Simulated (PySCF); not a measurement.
**TlAs+: bond curves at several levels of theory**

One job finds the state of TlAs+, follows it along the bond with each method and fits the curves.

The runs use PySCF 2.14.0; Tl def2-SVP with ECP60, As def2-SVP, scalar-relativistic core potentials.

### Step 1. Input

A driver script around PySCF takes these settings:

- atoms: Tl, As
- charge: 1
- basis: Tl def2-SVP with ECP60, As def2-SVP
- Hamiltonian: scalar-relativistic core potentials
- basis functions: 58
- electrons treated: 53
- masses in u: 204.9744, 74.9216
- levels: PBE0, PBE, r²SCAN, MN15, B2PLYP, M06-L, ωB97X, HF, MP2, SCS-MP2, CCSD, CCSD(T)
- grid: 80 radial by 434 angular points
- occupations: held fixed by the projection of orbital angular momentum
- dissociation limit: Tl+ + As, each in its ground configuration
- starting distance in angstrom: 2.705
- values of 2S to try: 1, 3

Launch:

```
> OMP_NUM_THREADS=1 python dia.py task.json out
```

Further steps of the session: First curve: PBE0; Higher solutions at PBE0; PBE (GGA); r²SCAN; MN15; B2PLYP; M06-L (meta-GGA); ωB97X; UHF (mean field); Adding correlation.

What does the calculation give? Wanted: for each run, Re; ωe; De; μ.

As calculated:

Lowest PBE0 solution found, without spin–orbit coupling: ⁴Σ⁻ (quartet), unpaired electrons σ ↑, π ↑↑. State 2 has its PBE0 minimum 0.63 eV higher, as a spin-mixed determinant (⟨S²⟩ = 1.76), so this is no gap between pure states. State 3 has its PBE0 minimum 0.68 eV higher, as a spin-mixed determinant (⟨S²⟩ = 1.76), so this is no gap between pure states. State 4 has its PBE0 minimum 1.28 eV higher. The other levels ran on the lowest alone.

```
      level  Re (Å)  ωe (cm⁻¹)  De (eV)  μ (D)
        UHF   3.708       40.0    0.127  -2.85
    UHF-MP2   3.381       58.4    0.240    n/a
UHF-SCS-MP2   3.457       53.4    0.206    n/a
   UHF-CCSD   3.425       55.4    0.220    n/a
UHF-CCSD(T)   3.389       57.6    0.236    n/a
        PBE   3.169       75.5    0.471  -0.46
     r²SCAN   3.173       72.9    0.408  -0.75
      M06-L   3.263       70.5    0.366  -1.16
       PBE0   3.192       72.6    0.380  -0.85
       MN15   3.168       81.0    0.461  -0.75
      ωB97X   3.192       77.1    0.397  -1.16
     B2PLYP   3.269       67.2    0.318  -1.23
```

De is counted to Tl+ + As in their ground configurations. A positive dipole points from Tl to As; in an ion it is taken about the centre of mass and does not tell which atom is negative.

What this shows: The methods spread over 0.540 Å in bond length, from MN15 to UHF. CCSD(T) can't serve as the judge here: for a weak bond in this basis it is far from its limit. Of the levels with a De here, UHF gives the least (0.127 eV) and PBE the most (0.471 eV).

Correlated steps freeze 13 core orbitals. These are scalar-relativistic numbers at best; spin–orbit coupling would shift them, the dissociation energy most. B2PLYP dipoles, levels and charges come from its SCF part alone. With spin–orbit coupling the term label itself may not hold.
